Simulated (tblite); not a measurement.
# C6H14OSi: the cost of one run

Computed with tblite 0.8.0 and PySCF 2.14.0, with density-fitted response routines of our own, on a single molecule, in the gas phase or a continuum. Atoms count from 0, in the outputs and in this text.

## (1) Starting geometry

22 atoms, charge 0, multiplicity 1; geometry from: force field or distance geometry start.

Bonds of the start (Å): C0–C1 1.51, C1–C2 1.50, C1–O3 1.35, O3–C4 1.37, C4–C5 1.53, C5–Si6 1.85, Si6–C7 1.85, C7–C4 1.54, C0–H8 1.13, C0–H9 1.11, C0–H10 1.11, C1–H11 1.12, C2–H12 1.12, C2–H13 1.09, C2–H14 1.13, C4–H15 1.10, C5–H16 1.10, C5–H17 1.10, Si6–H18 1.45, Si6–H19 1.47, C7–H20 1.12, C7–H21 1.10.

## (2) Optimising the geometry with GFN2-xTB

What the job is given:

```
{"job": {"kind": "relax", "xc": "GFN2-xTB", "basis": "xTB"}, "charge": 0, "multiplicity": 1}
C     -2.434800    -0.030900    -0.719500
C     -1.471400    -0.092300     0.437500
C     -2.035900     0.529800     1.679400
O     -0.282700     0.391700     0.009000
C      0.796500    -0.446600    -0.058800
C      2.011400     0.092300     0.694200
Si     3.118300     0.014000    -0.782700
C      1.420600    -0.267600    -1.451700
H     -2.545200     1.064000    -0.957200
H     -1.949900    -0.491500    -1.601900
H     -3.425000    -0.462600    -0.482300
H     -1.346600    -1.179500     0.678400
H     -3.153200     0.403400     1.645900
H     -1.699300     0.091500     2.618100
H     -1.877000     1.641700     1.612400
H      0.679200    -1.503800     0.233900
H      2.381200    -0.540400     1.508300
H      1.757500     1.097900     1.065700
H      3.974400    -1.149000    -0.894800
H      3.739000     1.290300    -1.172700
H      1.061700     0.680100    -1.930800
H      1.271000    -1.113300    -2.131300
```

Command:

```bash
OMP_NUM_THREADS=1 python probes_run.py task.json out
```

The driver reads the jobs from task.json and runs them one after another.

Q: Estimate the wall time and peak memory of this first job on 1 thread of Arm Neoverse N1, shared host.

About 1.2 s, with a peak of 0.18 GiB.
